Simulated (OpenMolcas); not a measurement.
**Ta⁴⁺ among point charges: CASSCF and CASPT2 levels and susceptibility**

How does a field of 4 point charges split the states of Ta⁴⁺, and what χT follows?

Method: state-averaged CASSCF and CASPT2, spin-orbit coupling by RASSI with atomic mean-field integrals. Code: OpenMolcas 26.06.

## Step 1: The system

* Species: Ta⁴⁺ (tantalum, Z = 73, 69 electrons)
* Basis: ANO-RCC-VTZP [8s7p5d3f2g1h], 104 functions
* Scalar Hamiltonian: DKH2, point nucleus
* Inactive shells: 1s 2s 2p 3s 3p 3d 4s 4p 4d 4f 5s 5p
* Active space: 1 electron in 5 orbitals (5d)
* Some configurations of this space: 5d
* Orbitals: optimised for each spin and parity, averaged over all roots

Outer shells as boxes (Hund's rule):

5d
```
5d [↑ ][  ][  ][  ][  ]
```

The ion sits among 4 point charges of -1.5 e arranged as a tetrahedron (Td), 2.01 Å from the ion.

The work runs as a chain of OpenMolcas steps in one folder; each step below is one input file. Labels, J, g values, rates, χT and fits are worked out afterwards by a script from the matrices that RASSI stores.

## Step 2: Basis and integrals

a.inp reads:

```
&GATEWAY
Coord
1

Ta 0.0 0.0 0.0
Basis=ANO-RCC-VTZP
Group=NoSym
NoMove
AngMom=0.0 0.0 0.0
AMFI
XField
4 Angstrom 0
1.160474 1.160474 1.160474 -1.500000
1.160474 -1.160474 -1.160474 -1.500000
-1.160474 1.160474 -1.160474 -1.500000
-1.160474 -1.160474 1.160474 -1.500000
&SEWARD
```

Command:

```console
$ OMP_NUM_THREADS=1 MOLCAS_MEM=1689 MOLCAS_PROJECT=a pymolcas a.inp > a.log
```

Log:

```text
Basis set label: TA.ANO-RCC...8S7P5D3F2G1H.

      Electronic valence basis set:
      ------------------
      Associated Effective Charge  73.000000 au
      Associated Actual Charge     73.000000 au
      Nuclear Model: Point charge

      Shell  nPrim  nBasis  Cartesian Spherical Contaminant
         s      24       8        X
         p      21       7        X
         d      15       5                 X
         f      11       3                 X
         g       4       2                 X
         h       2       1                 X
                  Relativistic Douglas-Kroll-Hess integrals:
                    - DKH order of Hamiltonian: 2
                    - DKH order of Properties : 0
                  Atomic mean-field integrals
```

## Step 3: Reference wave functions, doublets, 5 roots

a.inp reads:

```
&RASSCF
FileOrb=start.orb
Symmetry=1
Spin=2
nActEl=1 0 0
Inactive=34
Ras2=5
CIRoot=5 5 1
SDav=5
CIMx=300
Iter=120 100
PrWF=0.3
OrbListing=Nothing
MaxOrb=0
>>> COPY $Project.JobIph JOB001
```

start.orb holds the contracted functions of the basis, ordered by shell, or the orbitals of the step before.

Log:

```text
Wave function specifications:
      -----------------------------

      Number of closed shell electrons          68
      Number of electrons in active shells       1
      Max number of holes in RAS1 space          0
      Max nr of electrons in RAS3 space          0
      Number of inactive orbitals               34
      Number of active orbitals                  5
      Number of secondary orbitals              65
      Spin quantum number                      0.5
      State symmetry                             1
Orbital specifications:
      -----------------------

      Symmetry species                           1
                                                 a
      Frozen orbitals                            0
      Inactive orbitals                         34
      Active orbitals                            5
      RAS1 orbitals                              0
      RAS2 orbitals                              5
      RAS3 orbitals                              0
      Secondary orbitals                        65
      Deleted orbitals                           0
      Number of basis functions                104
      Number of CSFs                             5
      Number of root(s) required                 5
      Iter CI   SX   CI       RASSCF       Energy    max ROT     max BLB   max BLB  Level Ln srch  Step   QN
          iter iter root      energy       change     param      element    value   shift minimum  type update
 Nr of preliminary CI iterations:   1
      Total energies have been shifted. Add               -15000.00 au
        1   1   14    0  -593.24624927    0.00E+00   1.93E-01*  32  43 1  2.00E-01*  0.37   0.00    SX    NO
        2   1   13    0  -593.33651677   -9.03E-02*  3.79E-02   27  65 1 -1.52E-01*  0.39   0.00    SX    NO
        3   1   12    0  -593.34236659   -5.85E-03*  2.34E-02   25  63 1  1.37E-01*  0.38   0.00    SX    NO
        4   1   12    0  -593.34374701   -1.38E-03*  1.17E-02   27  65 1 -1.31E-01*  0.40   0.00    SX    NO
        5   1   12    0  -593.34463624   -8.89E-04*  5.48E-03   29  67 1  1.25E-01*  0.38   0.51    LS   YES
        6   1   10    0  -593.35256468   -7.93E-03*  2.53E-03   25  63 1  4.79E-03*  0.39   1.04    QN   YES
        7   1    9    0  -593.35258921   -2.45E-05* -1.05E-03   33  38 1  4.53E-04*  0.39   1.17    QN   YES
        8   1    8    0  -593.35259073   -1.52E-06* -2.74E-04   25  63 1 -1.60E-04*  0.39   1.17    QN   YES
        9   1    7    0  -593.35259080   -7.74E-08*  4.61E-05   27  35 1 -2.58E-05   0.39   1.14    QN   YES
       10   1    5    0  -593.35259081   -4.04E-09   1.53E-05   27  35 1 -6.91E-06   0.39   1.22    QN   YES
      Convergence after 10 iterations
       11   1    5    0  -593.35259081   -2.69E-10   1.53E-05   27  65 1  1.75E-06   0.39   1.22    QN   YES
      Natural orbitals and occupation numbers for root  1
      sym 1:   0.000000   0.000000   0.000000   0.000000   1.000000
      Natural orbitals and occupation numbers for root  2
      sym 1:   0.000000   0.000000   1.000000   0.000000   0.000000
      Natural orbitals and occupation numbers for root  3
      sym 1:   1.000000   0.000000   0.000000   0.000000   0.000000
::    RASSCF root number  1 Total energy: -15593.36419326
::    RASSCF root number  2 Total energy: -15593.36419326
::    RASSCF root number  3 Total energy: -15593.34485584
::    RASSCF root number  4 Total energy: -15593.34485584
::    RASSCF root number  5 Total energy: -15593.34485584
```

## Step 4: State interaction with spin-orbit coupling

a.inp reads:

```
&RASSI
NrOfJobIphs=1 5
1 2 3 4 5
IphNames
JOB001
EJob
SpinOrbit
DIPRint=1.0
SOCoupling=1000.0
Subsets=2
Property=9
'ANGMOM' 1 'ANGMOM' 2 'ANGMOM' 3 'MLTPL  1' 1 'MLTPL  1' 2 'MLTPL  1' 3
'AMFI' 1 'AMFI' 2 'AMFI' 3
SOProperty=3
'ANGMOM' 1 'ANGMOM' 2 'ANGMOM' 3
```

Log:

```text
SPIN-FREE ENERGIES:
  (Shifted by EMIN (a.u.) =     -15593.3641932563)

 SF State       Relative EMIN(au)   Rel lowest level(eV)    D:o, cm**(-1)      L_eff

     1             0.0000000000        0.0000000000              0.0000         2.0
     2             0.0000000000        0.0000000000              0.0000         2.0
     3             0.0193374136        0.5261978301           4244.0717         2.0
     4             0.0193374136        0.5261978301           4244.0717         2.0
     5             0.0193374136        0.5261978301           4244.0717         2.0
     Dipole printing threshold changed to   1.00000000E+00

++ Dipole transition strengths (spin-free states):
   -----------------------------------------------
     for osc. strength at least  1.00000000E+00

  ( Max oscillator strength is only    1.7489776591789744E-005 )
--
Eigenvalues of complex Hamiltonian:
   -----------------------------------
  (Shifted by EMIN (a.u.) =     -15593.3641932563)

 SO State       Relative EMIN(au)   Rel lowest level(eV)    D:o, cm**(-1)     J-value

     1            -0.0093229738        0.0000000000              0.0000         1.3
     2            -0.0093229738        0.0000000000              0.0000         1.2
     3            -0.0093229738        0.0000000000              0.0000         1.3
     4            -0.0093229738        0.0000000000              0.0000         1.2
     5             0.0229724154        0.8788023104           7088.0186         2.1
     6             0.0229724154        0.8788023104           7088.0186         2.1
     7             0.0229724154        0.8788023104           7088.0186         1.6
     8             0.0229724154        0.8788023104           7088.0186         1.6
     9             0.0307133577        1.0894440804           8786.9591         1.9
    10             0.0307133577        1.0894440804           8786.9591         1.9
Weights of the five most important spin-orbit-free states for each spin-orbit state.

 SO State  Total energy (au)           Spin-free states, spin, and weights
 -------------------------------------------------------------------------------------------------------
    1        -0.009323       2 0.5  0.4071    1 0.5  0.3043    5 0.5  0.1040    3 0.5  0.1002    4 0.5  0.0844
    2        -0.009323       1 0.5  0.4816    2 0.5  0.2297    4 0.5  0.1451    3 0.5  0.0862    5 0.5  0.0573
    3        -0.009323       2 0.5  0.4226    1 0.5  0.2887    4 0.5  0.1231    5 0.5  0.0889    3 0.5  0.0767
    4        -0.009323       2 0.5  0.3633    1 0.5  0.3481    5 0.5  0.1347    3 0.5  0.1218    4 0.5  0.0322
    5         0.022972       5 0.5  0.4680    2 0.5  0.2590    4 0.5  0.1245    3 0.5  0.1187    1 0.5  0.0297
    6         0.022972       5 0.5  0.4680    2 0.5  0.2591    4 0.5  0.1248    3 0.5  0.1186    1 0.5  0.0296
    7         0.022972       3 0.5  0.3557    4 0.5  0.3494    1 0.5  0.2591    2 0.5  0.0296    5 0.5  0.0062
    8         0.022972       3 0.5  0.3554    4 0.5  0.3497    1 0.5  0.2590    2 0.5  0.0296    5 0.5  0.0062
    9         0.030713       4 0.5  0.3333    3 0.5  0.3333    5 0.5  0.3333    1 0.5  0.0000    2 0.5  0.0000
   10         0.030713       4 0.5  0.3333    3 0.5  0.3333    5 0.5  0.3333    1 0.5  0.0000    2 0.5  0.0000
 -------------------------------------------------------------------------------------------------------
```

Time for these steps: 6.6 s (1 thread of Arm Neoverse V1, shared host).

States without spin-orbit coupling:

| state | degeneracy | E (cm-1) | free-ion L (%) |
| --- | --- | --- | --- |
| 2E | 2 | 0 | D (100) |
| 2T2 | 3 | 4244 | D (100) |

With spin-orbit coupling:

```csv
E (cm-1),Degeneracy,Label,2S+1,g
0.0,4,Γ8,2,
7088,4,Γ8,2,
8787,2,Γ7,2,1.96 1.96 1.96
```

Principal g values are given for doublets only; a zero marks a field direction without first-order Zeeman splitting.

Powder χT (cm³ K/mol): 0.20 at 2 K, 0.20 at 5 K, 0.20 at 10 K, 0.20 at 20 K, 0.20 at 50 K, 0.20 at 100 K, 0.21 at 150 K, 0.21 at 200 K, 0.21 at 250 K, 0.22 at 300 K.

A ligand-field fit to the states below 45000 cm-1 gives 10Dq = -4244 cm-1, the gap between the two states.

## Step 5: CASPT2: IPEA 0.25, imaginary shift 0.1 (closed shells correlated: 4f 5s 5p)

a.inp reads:

```
>>> COPY JOB001 $Project.JobIph
&CASPT2
Multistate=5 1 2 3 4 5
NoMult
Frozen=23
IPEA=0.25
Imaginary=0.1
MaxIter=60
WThr=0.0 0.3 0.05
PrWF=0.5
NoMix
```

Command:

```console
$ OMP_NUM_THREADS=1 MOLCAS_MEM=1689 MOLCAS_PROJECT=a pymolcas a.inp > a.log
```

Log:

```text
Orbital specifications:
      -----------------------

      Symmetry species                           1
                                                 a
      Frozen orbitals                           23
      Inactive orbitals                         11
      Active orbitals                            5
      Secondary orbitals                        65
      Deleted orbitals                           0
      Number of basis functions                104
Type of calculation                        SS-CASPT2
      Fock operator                              state-specific
      IPEA shift                                 0.25
      Real shift                                 0.00
      Imaginary shift                            0.10
      The input orbitals will be transformed to quasi-canonical
Reference energy:      -15593.3641932563
      E2 (Non-variational):      -1.0876877407
      Shift correction:          -0.0001362674
      E2 (Variational):          -1.0878240081
      Total energy:          -15594.4520172644
      Residual norm:              0.0000001944
      Reference weight:           0.90897
      Contributions to the CASPT2 correlation energy
      Active & Virtual Only:          0.0000000004
      One Inactive Excited:          -0.0612441670
      Two Inactive Excited:          -1.0264435741
Reference energy:      -15593.3641932563
      E2 (Non-variational):      -1.0876965572
      Shift correction:          -0.0001362896
      E2 (Variational):          -1.0878328468
      Total energy:          -15594.4520261031
      Residual norm:              0.0000002043
      Reference weight:           0.90896
      Contributions to the CASPT2 correlation energy
      Active & Virtual Only:          0.0000000004
      One Inactive Excited:          -0.0612534420
      Two Inactive Excited:          -1.0264431157
::    CASPT2 Root  1     Total energy: -15594.45201726
::    CASPT2 Root  2     Total energy: -15594.45202610
::    CASPT2 Root  3     Total energy: -15594.43378563
::    CASPT2 Root  4     Total energy: -15594.43322993
::    CASPT2 Root  5     Total energy: -15594.43378565
```

This run: 6.9 s of run time, 1 thread of Arm Neoverse V1, shared host.

SS-CASPT2: lowest energy less the reference's lowest, -1.0878 hartree; reference weights 0.909.

Spin-free states, with their symmetry labels:

| state | degeneracy | E (cm-1) | free-ion L (%) |
| --- | --- | --- | --- |
| 2E | 2 | 0 | D (100) |
| 2T2 | 3 | 4043 | D (100) |

With spin-orbit coupling:

```
E (cm-1)  Degeneracy  Label  2S+1               g
       0           4     Γ8     2                
    7010           4     Γ8     2                
    8650           2     Γ7     2  1.96 1.96 1.96
```

Powder χT (cm³ K/mol): 0.20 at 2 K, 0.20 at 5 K, 0.20 at 10 K, 0.21 at 20 K, 0.21 at 50 K, 0.21 at 100 K, 0.21 at 150 K, 0.22 at 200 K, 0.22 at 250 K, 0.22 at 300 K.

A ligand-field fit to the states below 45000 cm-1 gives 10Dq = -4043 cm-1, the gap between the two states.

## Step 6: The methods side by side

A. CASSCF
B. SS-CASPT2, IPEA 0.25, imaginary shift 0.1 (closed shells correlated: 4f 5s 5p)

| method | ground state | first state of that spin (cm-1) | first gap with spin-orbit (cm-1) | χT at 300 K |
| --- | --- | --- | --- | --- |
| A | 2E | 2T2 4244 | 7088.0 | 0.22 |
| B | 2E | 2T2 4043 | 7005.4 | 0.22 |

## Step 7: What came out

| quantity | value |
| --- | --- |
| method | SS-CASPT2, IPEA 0.25, imaginary shift 0.1 (closed shells correlated: 4f 5s 5p) |
| spin-free ground state | 2E, 2-fold in its orbital part |
| first state of the same spin within the active space | 2T2 at 4040 cm⁻¹ |
| lowest level | 4-fold Γ8 |
| next level | 7005.4 cm⁻¹ |
| χT at 300 K | 0.22 cm³ K/mol |
| effective moment at 300 K | 1.33 μB |

Cost by method:

| method | time of its own steps | time with the reference |
| --- | --- | --- |
| A. CASSCF | 6.6 s | 6.6 s |
| B. SS-CASPT2, IPEA 0.25, imaginary shift 0.1, +4f 5s 5p | 6.9 s | 13 s |

Times are of one thread on a shared host.

**Reading.** The spin-free ground state (2E) comes to 100 % from free-ion D terms and keeps the highest spin of the shell. χT at 300 K is 0.22, against 0.38 cm³ K/mol for the spin alone, so orbital moment lowers it. A ligand-field fit to the states below 45000 cm-1 gives 10Dq = -4043 cm-1, the gap between the two states. CASPT2 does not keep the components of a term degenerate, and the means are used. An orbital doublet at a regular site is open to a Jahn-Teller distortion, which this geometry leaves out. The field of point charges can differ much from that of real complexes. This is an electrostatic model: the charges have no orbitals.
